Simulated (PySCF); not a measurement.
# AlAs−: from the state search to spectroscopic constants

One table from this session's results is given with a row withheld; the runs are named, their logs left out.

Computed with PySCF 2.14.0. Level: Al def2-TZVPPD, As def2-TZVPPD, no relativity.

2 further runs of the same task are left out: 2 set aside as unsound or not needed.

Set-up of the first run:

Settings of the job:

| Property | Result |
| --- | --- |
| atoms | Al, As |
| charge | -1 |
| basis | Al def2-TZVPPD, As def2-TZVPPD |
| Hamiltonian | no relativity |
| basis functions | 102 |
| electrons treated | 47 |
| masses in u | 26.9815, 74.9216 |
| levels | PBE0, PBE, r²SCAN, B3LYP, B97-3, BHandHLYP, M06-2X, MN15, LC-ωPBE, SCS-MP2, CCSD, CCSD(T) |
| grid | 80 radial by 434 angular points |
| occupations | held fixed by the projection of orbital angular momentum |
| dissociation limit | Al + As−, each in its ground configuration |
| starting distance in angstrom | 2.470 |
| values of 2S to try | 1, 3 |

The run is started by

```bash
$ OMP_NUM_THREADS=2 python dia.py task.json out
```

Steps of the session up to this table: Input; First curve: PBE0; Other states along the same grid; PBE; r²SCAN; B3LYP; B97-3 (global hybrid GGA); BHandHLYP (global hybrid GGA); M06-2X; MN15 (hybrid meta-GGA); LC-ωPBE (range-separated hybrid); Correlated methods on the Hartree–Fock reference.

One of the session's tables, all rows but one given; the rest of the session is left out.

It belongs to the step «The curves together». Energy (eV) from each level's lowest point:

| R (Å) | ROHF-SCS-MP2 | ROHF-CCSD | ROHF-CCSD(T) | PBE | r²SCAN |
| --- | --- | --- | --- | --- | --- |
| 1.910 | 1.213 | n/a | n/a | 1.136 | 1.055 |
| 1.999 | 0.558 | 0.528 | 0.549 | 0.524 | 0.464 |
| 2.088 | 0.171 | 0.177 | 0.185 | 0.178 | 0.141 |
| 2.154 | ? | ? | ? | ? | ? |
| 2.221 | 0.000 | 0.000 | 0.000 | 0.000 | 0.000 |
| 2.288 | 0.056 | 0.022 | 0.018 | 0.017 | 0.035 |
| 2.377 | 0.197 | 0.131 | 0.117 | 0.113 | 0.154 |
| 2.487 | 0.438 | 0.350 | 0.323 | 0.310 | 0.378 |
| 2.621 | 0.784 | 0.685 | 0.636 | 0.611 | 0.705 |
| 2.799 | 1.283 | n/a | n/a | 1.051 | 1.164 |

Q: Estimate the row for R (Å) = 2.154 from the others.

Worked estimate for «ROHF-SCS-MP2». A straight line through the neighbours (2.088, 0.171) and (2.221, 0.000) gives 0.171 + (0.000 − 0.171) × (2.154 − 2.088) / (2.221 − 2.088) = 0.086; a parabola fitted to 4 rows on both sides gives 0.030.

**Answer.** ROHF-SCS-MP2: 0.024; ROHF-CCSD: 0.045; ROHF-CCSD(T): 0.048; PBE: 0.047; r²SCAN: 0.028. In «ROHF-SCS-MP2» the line misses by +0.062 and the parabola by +0.006.
